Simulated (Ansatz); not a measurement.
# MnN2: the cost of one run

Computed with Ansatz 0.2.0 (DFT PBE+D3(BJ), scalar-relativistic, plane waves, PAW, unless a step's input says otherwise).

5 further runs of the same task are left out: 1 that didn't finish, 4 set aside as unsound or not needed.

## Step 1: Starting point

The structure is trigonal, space group P-3m1 (No. 164). The conventional cell has a = 2.990 Å, b = 2.990 Å, c = 5.194 Å, α = 90.00°, β = 90.00°, γ = 120.00°. Li (site symmetry 3m) has 4 N at 1.91 to 2.23 Å as nearest neighbours. Around Mn (site symmetry -3m) lie 6 N at 2.03 Å. N (site symmetry 3m) has 4 Li at 1.91 to 2.23 Å and 3 Mn at 2.03 Å as nearest neighbours.

Structure file:

```
Li Mn N
1.0
     2.98979    0.00000    0.00000
    -1.49490    2.58924    0.00000
     0.00000    0.00000    5.19431
Li Mn N
2 1 2
Direct
  0.66667 0.33333 0.36332
  0.33333 0.66667 0.63668
  0.00000 0.00000 0.00000
  0.66667 0.33333 0.79307
  0.33333 0.66667 0.20693
```

It goes back to an entry of the Materials Project, which need not be the stable form.

This cell was relaxed beforehand with the same method: volume 8.04 Å³/atom, gap on the mesh 0.35 eV, site moments up to 2.5 μB.

Its energy, with the smearing taken to zero, is -5079.8081 eV for the 5-atom cell on a 12×12×6 mesh; differences below count from it.

## Step 2: Case: all Li taken out

What is left holds 1 Mn, 2 N; the cell stays neutral.

The cell holds 1 Mn, 2 N: a = 2.990 Å, b = 2.990 Å, c = 5.194 Å, α = 90.00°, β = 90.00°, γ = 120.00°.

## Step 3: Quick check of gap, pressure and forces

Input file input.yaml:

```yaml
crystal:
  lattice:
    - [2.9897918823, 0.0, 0.0]
    - [-1.4948959411, 2.5892357221, 0.0]
    - [0.0, 0.0, 5.1943101764]
  atoms:
    - { symbol: Mn, position: [0.0, 0.0, 0.0], spin: 2.77 }
    - { symbol: "N", position: [0.6666666667, 0.3333333333, 0.7930723453] }
    - { symbol: "N", position: [0.3333333333, 0.6666666667, 0.2069276547] }
basis:
  ecutwfc: 420
kpoints:
  mp_grid: { grid: [6, 6, 4] }
hamiltonian:
  xc: pbe
  dispersion: d3bj
scf:
  occupations: { method: gaussian, width: 0.1 }
  lower_state_search: "off"
output:
  forces: true
  stress: true
  eigenvalues: true
  populations: true
magnetization:
  spin_polarized: true
```

Command:

```console
$ ansatz run input.yaml --threads 2 --pin off --max-ram 5120MiB --backend cpu --events-out ev --progress --plain --runs-dir out
```

What time and memory should one allow on 2 threads of Intel Xeon Platinum 8488C (Sapphire Rapids), shared host?

About 1.4 s, with a peak of 0.36 GiB.
